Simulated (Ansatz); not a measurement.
Geometry optimisation, DFT LDA, scalar-relativistic, plane waves, PAW (Ansatz).

The input (input.yaml):

```yaml
crystal:
  lattice:
    - [6.98, 0.0, 0.0]
    - [5.235, 7.403408, 0.0]
    - [0.0, 0.0, 22.871211]
  atoms:
    - { symbol: Li, position: [0.0, 0.0, 0.0437231] }
    - { symbol: Li, position: [0.5, 0.0, 0.0437231] }
    - { symbol: Li, position: [0.0, 0.3333333, 0.0437231] }
    - { symbol: Li, position: [0.5, 0.3333333, 0.0437231] }
    - { symbol: Li, position: [0.0, 0.6666667, 0.0437231] }
    - { symbol: Li, position: [0.5, 0.6666667, 0.0437231] }
    - { symbol: Li, position: [-0.25, 0.3333333, 0.151623] }
    - { symbol: Li, position: [0.25, 0.3333333, 0.151623] }
    - { symbol: Li, position: [-0.25, 0.6666667, 0.151623] }
    - { symbol: Li, position: [0.25, 0.6666667, 0.151623] }
    - { symbol: Li, position: [-0.25, 1.0, 0.151623] }
    - { symbol: Li, position: [0.25, 1.0, 0.151623] }
    - { symbol: Li, position: [0.0, 0.0, 0.259523] }
    - { symbol: Li, position: [0.5, 0.0, 0.259523] }
    - { symbol: Li, position: [0.0, 0.3333333, 0.259523] }
    - { symbol: Li, position: [0.5, 0.3333333, 0.259523] }
    - { symbol: Li, position: [0.0, 0.6666667, 0.259523] }
    - { symbol: Li, position: [0.5, 0.6666667, 0.259523] }
    - { symbol: Li, position: [-0.25, 0.3333333, 0.367423] }
    - { symbol: Li, position: [0.25, 0.3333333, 0.367423] }
    - { symbol: Li, position: [-0.25, 0.6666667, 0.367423] }
    - { symbol: Li, position: [0.25, 0.6666667, 0.367423] }
    - { symbol: Li, position: [-0.25, 1.0, 0.367423] }
    - { symbol: Li, position: [0.25, 1.0, 0.367423] }
    - { symbol: Li, position: [0.0, 0.0, 0.4753229] }
    - { symbol: Li, position: [0.5, 0.0, 0.4753229] }
    - { symbol: Li, position: [0.0, 0.3333333, 0.4753229] }
    - { symbol: Li, position: [0.5, 0.3333333, 0.4753229] }
    - { symbol: Li, position: [0.0, 0.6666667, 0.4753229] }
    - { symbol: Li, position: [0.5, 0.6666667, 0.4753229] }
    - { symbol: Ni, position: [0.6533634, 0.453007, 0.5640808], spin: 0.8 }
magnetization:
  spin_polarized: true
basis:
  ecutwfc: 420.0
kpoints:
  mp_grid: { grid: [3, 2, 1] }
hamiltonian:
  xc: lda
scf:
  occupations: { method: fermi_dirac, width: 0.05 }
  lower_state_search: "off"
relax:
  f_tol: 0.03
  max_steps: 60
  adjacent_minimum: "off"
  constraints: [{ sites: [0, 1, 2, 3, 4, 5] }]
output:
  write_density: true
  write_potential: true
  elf: true
  volumetric_format: npy
```

Run as:

```bash
$ ansatz run input.yaml --threads 4 --pin off --max-ram 10240MiB --backend cpu --events-out ev --progress --plain --runs-dir out
```

Question: Where does it end, and by what steps?

Answer: The forces met the threshold. The force dipped under the threshold on the way, but the program's further checks kept it going. Limits of this set-up: coarse k mesh, slab without dipole correction. After 46 steps the energy has fallen by 2.863 eV; Ni31 moved furthest, 3.96 Å. Joined: Li1–Li10 (3.49 → 2.99 Å), Li3–Li12 (3.49 → 3.02 Å), Li5–Li8 (3.49 → 2.99 Å), Li7–Li18 (3.49 → 3.00 Å), Li8–Li17 (3.49 → 3.06 Å), Li11–Li16 (3.49 → 3.04 Å).

```csv
step,energy less start (eV),largest force component (eV/Å),accepted
0,0.0000,1.330,yes
2,-0.5626,0.537,yes
4,-0.8323,0.317,yes
6,-1.0553,0.120,yes
8,-1.2228,0.257,yes
10,-1.3995,0.271,yes
12,-1.5066,0.078,yes
14,-1.5868,0.153,yes
16,-1.6976,0.142,yes
18,-1.8725,0.223,yes
20,-2.0647,0.129,yes
22,-2.2214,0.075,yes
24,-2.4230,0.109,yes
26,-2.5836,0.076,yes
28,-2.6645,0.050,yes
30,-2.6823,0.019,yes
32,-2.6949,0.035,yes
34,-2.7204,0.079,yes
36,-2.7896,0.107,yes
38,-2.8260,0.107,yes
40,-2.8495,0.027,yes
42,-2.8552,0.032,yes
44,-2.8618,0.015,yes
46,-2.8634,0.010,yes
```

```xyz
31
Lattice="6.9800 0.0000 0.0000 5.2350 7.4034 0.0000 0.0000 0.0000 22.8712" Properties=species:S:1:pos:R:3
Li 0.000 0.000 1.000
Li 3.490 0.000 1.000
Li 1.745 2.468 1.000
Li 5.235 2.468 1.000
Li 3.490 4.936 1.000
Li 6.980 4.936 1.000
Li -0.108 2.698 3.288
Li 3.556 2.888 3.181
Li 1.600 5.175 3.236
Li 5.338 5.363 3.182
Li 3.352 7.631 3.235
Li 7.073 7.802 3.204
Li 0.020 0.169 5.362
Li 3.311 -0.171 5.559
Li 1.903 2.497 5.457
Li 4.940 2.192 5.548
Li 3.530 5.078 5.314
Li 6.784 4.661 5.560
Li 0.047 2.340 7.693
Li 3.120 1.699 8.006
Li 1.752 4.684 7.698
Li 4.871 4.196 7.594
Li 3.615 7.156 7.757
Li 6.615 6.631 7.586
Li 0.500 -0.036 9.959
Li 3.155 -0.991 9.864
Li 1.426 3.272 10.048
Li 5.480 2.557 9.936
Li 4.157 5.050 9.969
Li 6.565 4.888 11.598
Ni 6.590 4.779 9.221
```

Run time: 13 min on 4 threads of Intel(R) Xeon(R) Platinum 8488C (Sapphire Rapids), with other jobs on the host, peak memory 2.6 GiB.
